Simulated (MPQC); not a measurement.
**SnH4 (SMILES [SnH4]) at 3 levels**

We compute a comparison of 3 runs (HF/STO-3G, HF/3-21G, MP2/3-21G) of SnH4. 

The results are computed with MPQC 2.3.1.

7 further runs of the same task are left out: 1 that didn't finish, 6 set aside as unsound or not needed.

## 1. The system as given

SnH4 has 5 atoms, charge 0, and is taken as a singlet. SMILES: `[SnH4]`. Geometry: a GFN2-xTB relaxation, a rough one for these elements and not checked as a minimum.

Bond lengths: Sn1–H2 1.639 Å, Sn1–H3 1.639 Å, Sn1–H4 1.639 Å, Sn1–H5 1.638 Å. Angles: H2–Sn1–H3 109.4°, H2–Sn1–H4 109.5°, H2–Sn1–H5 109.5°, H3–Sn1–H4 109.5°, H3–Sn1–H5 109.5°, H4–Sn1–H5 109.4°.

## 2. Energy and forces at HF/STO-3G (run 1)

Contents of mol.in:

```
molecule<Molecule>: (
  symmetry = c1
  unit = angstrom
  { atoms geometry } = {
    Sn [ -0.000070 0.000000 -0.000210 ]
    H  [ 0.791560 -0.820710 1.176480 ]
    H  [ -1.503540 0.387910 0.523460 ]
    H  [ -0.111570 -0.937060 -1.339770 ]
    H  [ 0.823620 1.369850 -0.359960 ]
  }
)
basis<GaussianBasisSet>: (
  name = "STO-3G"
  molecule = $:molecule
  basisdir = "."
  puream = yes
)
mpqc: (
  checkpoint = no
  savestate = no
  restart = no
  do_energy = yes
  do_gradient = yes
  optimize = no
  mole<CLHF>: (
    molecule = $:molecule
    basis = $:basis
    total_charge = 0
    memory = 1000000000
    print_evals = yes
    maxiter = 120
    value_accuracy = 1e-08
  )
)
```

The basis set STO-3G is read from a file made from the Basis Set Exchange's data (not shown).

Launch:

```bash
$ mpqc mol.in > mol.out
```

Output:

```text
MPQC: Massively Parallel Quantum Chemistry
[...]
  CLSCF::init: total charge = 0
[...]
  nbasis = 31
[...]
  iter     1 energy = -5965.3707993043 delta = 5.83485e-01
[...]
  LUMO is    28   A =   0.490294
  total scf energy = -5965.6187427533
[...]
Value of the MolecularEnergy: -5965.6187427533
  Gradient of the MolecularEnergy:
      1    0.0000275613
      2    0.0000335810
      3   -0.0000600186
      4    0.0014776844
      5   -0.0015648417
      6    0.0022795849
      7   -0.0028911487
      8    0.0007468830
      9    0.0010794959
     10   -0.0001714494
     11   -0.0017914535
     12   -0.0025983857
[...]
      symmetry = c1
[...]
```

It took 0.42 s on 1 thread of Arm Neoverse V2, shared host.

## 3. Energy and forces at HF/3-21G (run 2)

Contents of run.in:

```
% H4Sn
molecule<Molecule>: (
   symmetry = c1
   unit = bohr
   { atoms geometry } = {
      Sn [ -0.00013228   0.00000000  -0.00039684 ]
      H  [ 1.49583161  -1.55091713   2.22322499 ]
      H  [ -2.84127882   0.73304366   0.98919604 ]
      H  [ -0.21083674  -1.77078676  -2.53179837 ]
      H  [ 1.55641623   2.58864133  -0.68022582 ]
   }
)
basis<GaussianBasisSet>: (
   name = "3-21G"
   molecule = $:molecule
   basisdir = "."
   puream = yes
)
mpqc: (
   checkpoint = no
   savestate = no
   restart = no
   do_energy = yes
   do_gradient = yes
   optimize = no
   mole<CLHF>: (
      molecule = $:molecule
      basis = $:basis
      total_charge = 0
      memory = 1000000000
      print_evals = yes
      maxiter = 120
      value_accuracy = 1e-08
   )
)
```

The basis set 3-21G is read from a file made from the Basis Set Exchange's data (not shown).

Launch:

```bash
$ mpqc run.in > run.out
```

Output:

```text
MPQC: Massively Parallel Quantum Chemistry
[...]
  CLSCF::init: total charge = 0
[...]
  nbasis = 39
[...]
  iter     1 energy = -5997.3165270622 delta = 4.53054e-01
[...]
  LUMO is    28   A =   0.158627
  total scf energy = -5998.5357029771
[...]
Value of the MolecularEnergy: -5998.5357029771
  Gradient of the MolecularEnergy:
      1    0.0000510967
      2    0.0000426310
      3   -0.0000297778
      4   -0.0167007284
      5    0.0172900033
      6   -0.0247600102
      7    0.0316405168
      8   -0.0081623377
      9   -0.0109631079
     10    0.0023809413
     11    0.0197322334
     12    0.0281798666
[...]
      symmetry = c1
[...]
```

Run time: 0.84 s. Hardware: 1 thread of Arm Neoverse V2, shared host.

## 4. Energy and gradient at MP2/3-21G (run 3)

Contents of input.in:

```
% emacs should use -*- KeyVal -*- mode
molecule<Molecule>: (
    symmetry = c1
    unit = angstrom
    { atoms geometry } = {
        Sn [ -0.000070 0.000000 -0.000210 ]
        H  [ 0.791560 -0.820710 1.176480 ]
        H  [ -1.503540 0.387910 0.523460 ]
        H  [ -0.111570 -0.937060 -1.339770 ]
        H  [ 0.823620 1.369850 -0.359960 ]
    }
)
basis<GaussianBasisSet>: (
    name = "3-21G"
    molecule = $:molecule
    basisdir = "."
    puream = yes
)
mpqc: (
    checkpoint = no
    savestate = no
    restart = no
    do_energy = yes
    do_gradient = yes
    optimize = no
    mole<MBPT2>: (
        molecule = $:molecule
        basis = $:basis
        memory = 1000000000
        method = mp
        nfzc = 18
        reference<CLHF>: (
            molecule = $:molecule
            basis = $:basis
            total_charge = 0
            memory = 1000000000
            print_evals = yes
            maxiter = 120
            value_accuracy = 1e-08
        )
    )
)
```

The basis set 3-21G is read from a file made from the Basis Set Exchange's data (not shown).

Launch:

```bash
$ mpqc -o input.out input.in
```

Output:

```text
MPQC: Massively Parallel Quantum Chemistry
[...]
  CLSCF::init: total charge = 0
[...]
  nbasis = 39
[...]
  iter     1 energy = -5997.3165272536 delta = 4.53054e-01
[...]
  LUMO is    28   A =   0.158627
  total scf energy = -5998.5357029463
[...]
  MP2 correlation energy [au]:         -0.058696317574
  MP2 energy [au]:                   -5998.594399263910
[...]
Value of the MolecularEnergy: -5998.5943992639
  Gradient of the MolecularEnergy:
      1    0.0000523541
      2    0.0000424975
      3   -0.0000255916
      4   -0.0176412917
      5    0.0182671791
      6   -0.0261632703
      7    0.0334307972
      8   -0.0086243027
      9   -0.0115911906
     10    0.0025111004
     11    0.0208479676
     12    0.0297772081
[...]
        symmetry = c1
[...]
```

It took 2.3 s on 1 thread of Arm Neoverse V2, shared host.

## 5. The series

```
run      level  frozen core orbitals   energy (Eh)  HOMO energy (eV)  LUMO energy (eV)  HOMO–LUMO gap (eV)  wall time
  1  HF/STO-3G                     –  -5965.618743            -10.49             13.34               23.83     0.42 s
  2   HF/3-21G                     –  -5998.535703            -12.29              4.32               16.61     0.84 s
  3  MP2/3-21G                    18  -5998.594399            -12.29              4.32               16.61      2.3 s
```

## 6. Outcome

```
                                           quantity           value
                                run 3: total energy  -5998.59440 Eh
         run 3: HOMO energy (Hartree–Fock orbitals)       -12.29 eV
         run 3: LUMO energy (Hartree–Fock orbitals)         4.32 eV
       run 3: HOMO–LUMO gap (Hartree–Fock orbitals)        16.61 eV
run 3: correlation energy (18 core orbitals frozen)       -58.7 mEh
                    run 3: largest force on an atom      1.878 eV/Å
```

In run 1 the basis is minimal, so the values are rough. In runs 1, 2, 3 relativity is left out where basis or elements ask for it. All runs together took 3.6 s, the longest 2.3 s.
